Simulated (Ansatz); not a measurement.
## Rb2LiGaF6, space group Fm-3m: a single point from a YAML input, step by step

Program: Ansatz 0.2.0, Python API.

The cells in order, each with its output:

```python
from collections import Counter
import warnings

import ansatz
import numpy as np
```

```python
INPUT = '''
crystal:
  lattice:
    - [0.0, 4.165019, 4.165019]
    - [4.165019, 0.0, 4.165019]
    - [4.165019, 4.165019, 0.0]
  atoms:
    - { symbol: Rb, position: [0.25, 0.25, 0.25] }
    - { symbol: Rb, position: [0.75, 0.75, 0.75] }
    - { symbol: Li, position: [0.5, 0.5, 0.5] }
    - { symbol: Ga, position: [0.0, 0.0, 0.0] }
    - { symbol: F, position: [0.233795, 0.233795, 0.766205] }
    - { symbol: F, position: [0.233795, 0.766205, 0.766205] }
    - { symbol: F, position: [0.766205, 0.766205, 0.233795] }
    - { symbol: F, position: [0.233795, 0.766205, 0.233795] }
    - { symbol: F, position: [0.766205, 0.233795, 0.766205] }
    - { symbol: F, position: [0.766205, 0.233795, 0.233795] }
kpoints:
  mp_grid: { kspacing: 0.4 }
hamiltonian:
  xc: lda
scf:
  occupations: { method: fixed }
basis:
  ecutwfc: 510
output:
  forces: true
  stress: true
accuracy: high
'''

warnings.simplefilter('ignore', ansatz.DeckWarning)
```

```python
planned = ansatz.Session.from_yaml(INPUT).plan(threads=1, pin='off')
done = planned.execute()
report = done.report
```

    

```python
type(done).__name__, type(report).__name__
```

    ('RunOutcome', 'dict')

```python
done.unlabelled_reasons
```

    []

```python
energy = report['free_energy_ev']
print('Rb2LiGaF6: {:.6f} eV = {:.6f} Ry = {:.6f} Ha'.format(energy, energy / 13.605693, energy / 27.211386))
print('Fermi level {:.4f} eV, {} k-points, {} symmetry operations'.format(report['fermi_energy_ev'], report['n_kpoints'], report['n_symmetry_ops']))
```

    Rb2LiGaF6: -15024.589083 eV = -1104.286940 Ry = -552.143470 Ha
    Fermi level 1.6555 eV, 8 k-points, 48 symmetry operations

```python
# pressure is a third of the trace
sigma = report['stress_gpa']
voigt = [sigma[0][0], sigma[1][1], sigma[2][2], sigma[1][2], sigma[0][2], sigma[0][1]]
print('stress xx yy zz yz xz xy (GPa, compression positive):', ' '.join(f'{s:.3f}' for s in voigt))
print('P =', round(10 * float(np.mean(voigt[:3])), 2), 'kbar')
```

    stress xx yy zz yz xz xy (GPa, compression positive): -7.337 -7.337 -7.337 -0.000 -0.000 0.000
    P = -73.37 kbar

```python
told = Counter((n['data']['severity'], n['data']['kind']) for n in done.notices if n['event'] == 'notice')
for (severity, kind), count in sorted(told.items()):
    print(f'{severity:8s} {kind} x{count}')
```

    audit    band_cg_iterations x1
    audit    loop_bands_changed x1
    audit    preconditioner_resolved x1

```python
used = report['setup']
print('cutoffs (eV):', used['ecut_ev'], used['ecutrho_ev'], ' FFT grid:', used['fft_dense'])
print('cell volume {:.3f} A^3, {} symmetry operations'.format(used['cell_volume_ang3'], used['n_sym_ops']))
```

    cutoffs (eV): 510.0 2040.0  FFT grid: [50, 50, 50]
    cell volume 144.504 A^3, 48 symmetry operations

These settings explore the input space; cutoff and mesh may be short of convergence. With fixed filling the reported Fermi level is the top filled level among the k-points of the SCF. The zero of the levels is a convention of the potentials, so an absolute Fermi energy is no work function. At these settings the cell as given stands under about -7 GPa, so it isn't at this functional's equilibrium volume. The structure comes from a database of computed cells and needn't be a stable or known phase. The whole script took 4.8 s on 1 thread of Arm Neoverse V1, with other jobs on the host, peak memory 0.49 GiB.

(Lines on the test bed's own set-up are left out of the output.)
